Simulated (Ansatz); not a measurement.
# LiGdS2 (P4/mmm): equation of state with a fit from a Python script

Where is the equilibrium volume of LiGdS2 (P4/mmm), and how stiff is it? A script is to give an equation of state with a fit; the system is LiGdS2 (P4/mmm).

Computed with the Python package of Ansatz 0.2.0. Level of theory: DFT PBEsol+U, plane waves, PAW.

## 1. The system

The structure is tetragonal, space group P4/mmm (No. 123). Conventional cell: a = 3.950 Å, b = 3.950 Å, c = 5.356 Å, α = 90.00°, β = 90.00°, γ = 90.00°. Li (site symmetry 4/mmm) has 6 S at 2.68 to 2.79 Å as nearest neighbours. Around Gd (site symmetry 4/mmm) lie 6 S at 2.68 to 2.79 Å. S (site symmetry 4/mmm) is surrounded by 2 Li at 2.68 Å and 4 Gd at 2.79 Å. S (site symmetry 4/mmm) has 2 Gd at 2.68 Å and 4 Li at 2.79 Å as nearest neighbours.

The script holds or builds the structure itself.

## 2. The script

Contents of eos_ligds2.py:

```python
import ansatz as az
from ase.eos import EquationOfState
from ase.units import GPa
import numpy as np

vectors0 = np.array([
    [3.950182, 0.0, 0.0],
    [0.0, 3.950182, 0.0],
    [0.0, 0.0, 5.356158],
])
sites = [
    ('Li', (0.0, 0.0, 0.0), 0.0),
    ('Gd', (0.5, 0.5, 0.5), 9.1),
    ('S', (0.0, 0.0, 0.5), 0.0),
    ('S', (0.5, 0.5, 0.0), 0.0),
]


def crystal_on(cell):
    crystal = az.Crystal(lattice=az.Lattice.of(cell))
    for symbol, position, moment in sites:
        crystal = crystal.atom(symbol, position, moment=moment or None)
    return crystal


def main() -> None:
    volumes, energies = [], []
    for scale in np.linspace(0.9, 1.1, 9):
        cell = vectors0 * scale ** (1 / 3)
        calculation = (
            crystal_on(cell).calculation()
            .functional('pbesol')
            .basis(450)
            .occupations('fermi_dirac', width=0.05)
            .spin('collinear')
            .hubbard('Gd', 'f', u_eff=4.5)
            .kpoints(6, 6, 5)
        )
        rep = calculation.run(threads=1).report
        volumes.append(abs(np.linalg.det(cell)) / len(sites))
        energies.append(rep['free_energy_ev'] / len(sites))
        print(f'V = {volumes[-1]:8.4f} A^3/atom  F = {energies[-1]:.5f} eV/atom')

    eos = EquationOfState(volumes, energies, eos='vinet')
    v0, e0, bulk = eos.fit()
    print(f'V0 = {v0:.4f} A^3/atom, E0 = {e0:.5f} eV/atom, B = {bulk / GPa:.1f} GPa')
    eos.plot('eos.png')


if __name__ == '__main__':
    main()
```

## 3. Running it

On the command line:

```sh
$ python eos_ligds2.py
```

**Question.** Estimate the equilibrium volume and the bulk modulus.

As calculated:

```
                      quantity           value
                 runs compared               9
               range of energy  64.74 meV/atom
lowest point, volume (Å³/atom)          20.372
      equilibrium volume (fit)   20.31 Å³/atom
            bulk modulus (fit)          72 GPa
```

**Reading.** A third-order Birch-Murnaghan fit through the 9 points (the script's own form differs a little) has its minimum at 20.31 Å³ an atom, 2.8 % below the typed cell, with a bulk modulus of 72 GPa and dB/dP = 4.0. From that minimum the energy rises by 28.6 meV an atom on the compressed side and 64.8 meV on the expanded side. Caveats:
- Open f shells: with a Hubbard U, without spin-orbit coupling; the state reached hangs on the start and needn't be the lowest.
- Shape and fractional positions are held along the curve, so the bulk modulus is an upper value where they are free to relax, by a factor of two or more in layered or hydrogen-bonded cells.
- The structure comes from a database of computed cells and needn't be a stable or known phase.
